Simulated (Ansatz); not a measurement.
# SnSiH6O (SMILES [SiH3][O][SnH3]): revPBE/def2-SVP (core potential)

What is the electronic atomisation energy of SnSiH6O at revPBE/def2-SVP (core potential)? 

The calculation is run with Ansatz 0.2.0.

63 further runs of the same task are left out: 63 set aside as unsound or not needed. Runs told in other sessions of the task aren't counted.

## (1) Starting point

SnSiH6O: 9 atoms, total charge 0, spin state singlet. As SMILES, `[SiH3][O][SnH3]`. Geometry: relaxed at PBE0-D4/def2-TZVP.

Bond lengths: Si1–O2 1.627 Å, O2–Sn3 1.963 Å, Si1–H4 1.492 Å, Si1–H5 1.486 Å, Si1–H6 1.492 Å, Sn3–H7 1.699 Å, Sn3–H8 1.705 Å, Sn3–H9 1.705 Å. Some angles: Si1–O2–Sn3 136.6°, O2–Si1–H4 111.4°, O2–Si1–H5 109.0°, O2–Si1–H6 111.4°, O2–Sn3–H7 103.7°, O2–Sn3–H8 106.7°, O2–Sn3–H9 106.7°, H4–Si1–H5 108.8°, H4–Si1–H6 107.4°, H5–Si1–H6 108.8°.

## (2) The energy at revPBE/def2-SVP (core potential)

Input file molecule.yaml:

```yaml
crystal:
  periodic: [false, false, false]
  atoms:
    - {symbol: Si, position_ang: [-0.707500, 1.106300, -0.961800]}
    - {symbol: O, position_ang: [0.549600, 0.232700, -0.411000]}
    - {symbol: Sn, position_ang: [0.837100, -1.145700, 0.956400]}
    - {symbol: H, position_ang: [-1.786000, 0.228100, -1.502000]}
    - {symbol: H, position_ang: [-0.233000, 2.004100, -2.046400]}
    - {symbol: H, position_ang: [-1.309600, 1.937400, 0.121200]}
    - {symbol: H, position_ang: [2.493700, -1.499800, 0.829900]}
    - {symbol: H, position_ang: [-0.166000, -2.460900, 0.544700]}
    - {symbol: H, position_ang: [0.410100, -0.448400, 2.452000]}
basis:
  gaussian:
    orbitals: def2-SVP
hamiltonian:
  xc: {name: revPBE}
accuracy: high
output:
  orbitals: {seedname: orbitals}
```

The run is started by

```sh
$ ansatz run molecule.yaml --threads 1 --pin off --max-ram 2610MiB --events-out events.jsonl --progress --plain --runs-dir runs
```

Log:

```text
Warning: RAYON_NUM_THREADS=1 ignored (pool sized by the plan → 1); use --threads N
Functional definition: revPBE
  name "revPBE"
  parameter kappa = 1.245
  parameter beta = 0.06672455060314922
  exchange = pbe_x(kappa = kappa, mu = beta*pi^2/3)
  correlation = pbe_c(beta = beta)
2073 factors; integrals over basis functions are off by at most 7.3e-9 eV
mean field evaluation 1: about -15842.3163 eV, gradient 5.8e1 eV
mean field evaluation 2: about -15784.2083 eV, gradient 1.7e2 eV
mean field evaluation 4: about -15848.5387 eV, gradient 6.6e0 eV
mean field evaluation 8: about -15848.6618 eV, gradient 9.7e-2 eV
mean field evaluation 16: about -15848.6618 eV, gradient 4.5e-6 eV
mean field -15848.66184658 eV, -582.4275802531 hartree, gradient 2.5e-8 eV, S^2 0.000000; 0 other end points of the search recorded, 0 dependent functions left out
reference -15848.66185176 eV, -582.4275804433 hartree; 25, 25 occupied and 63, 63 virtual orbitals, 2073 factors
Total energy: -15848.66185176 eV, -582.4275804433 hartree
```

It took 7.5 s on 1 thread of Arm Neoverse V1, shared host; peak memory 0.23 GiB.

## (3) The H atom, same level

Input file run.yaml:

```yaml
basis:
  gaussian:
    orbitals: def2-SVP
crystal:
  periodic: [false, false, false]
  atoms:
    - {symbol: H, position_ang: [0.000000, 0.000000, 0.000000]}
magnetization:
  spin_polarized: true
  initial_magnetization: 1
hamiltonian:
  xc: {name: revPBE}
accuracy: high
```

Run the same way, it converges to -0.50319 Eh (log not shown).

## (4) The O atom, same level

Input file run.yaml:

```yaml
crystal:
  periodic: [false, false, false]
  atoms:
    - symbol: O
      position_ang: [0.000000, 0.000000, 0.000000]
basis:
  gaussian:
    orbitals: def2-SVP
hamiltonian:
  xc: {name: revPBE}
magnetization:
  spin_polarized: true
  initial_magnetization: 2
accuracy: high
```

Run the same way, it converges to -74.97644 Eh (log not shown).

## (5) The Si atom at the same level

Input file molecule.yaml:

```yaml
crystal:
  periodic: [false, false, false]
  atoms:
    - {symbol: Si, position_ang: [0.000000, 0.000000, 0.000000]}
basis:
  gaussian: {orbitals: def2-SVP}
magnetization: {spin_polarized: true, initial_magnetization: 2}
hamiltonian: {xc: {name: revPBE}}
accuracy: high
```

Run the same way, it converges to -289.21696 Eh (log not shown).

## (6) The Sn atom at the same level

Input file job.yaml:

```yaml
crystal:
  periodic: [false, false, false]
  atoms:
    - {symbol: Sn, position_ang: [0.000000, 0.000000, 0.000000]}
basis:
  gaussian:
    orbitals: def2-SVP
magnetization:
  spin_polarized: true
  initial_magnetization: 2
hamiltonian:
  xc: {name: revPBE}
accuracy: high
```

Run the same way, it converges to -214.29797 Eh (log not shown).

## (7) Outcome

Level: revPBE/def2-SVP (core potential).

| quantity | value |
| --- | --- |
| molecule: total energy | -582.42758 Eh |
| molecule: HOMO energy | -6.61 eV |
| molecule: LUMO energy | -1.17 eV |
| molecule: HOMO–LUMO gap | 5.45 eV |
| H atom: total energy | -0.50319 Eh |
| H atom: ⟨S²⟩ | 0.750 |
| O atom: total energy | -74.97644 Eh |
| O atom: ⟨S²⟩ | 2.002 |
| Si atom: total energy | -289.21696 Eh |
| Si atom: ⟨S²⟩ | 2.003 |
| Sn atom: total energy | -214.29797 Eh |
| Sn atom: ⟨S²⟩ | 2.002 |
| electronic atomisation energy | 24.954 eV |

Taking the molecule apart into free atoms costs 24.95 eV (2408 kJ/mol), before zero-point energy and without spin-orbit coupling.
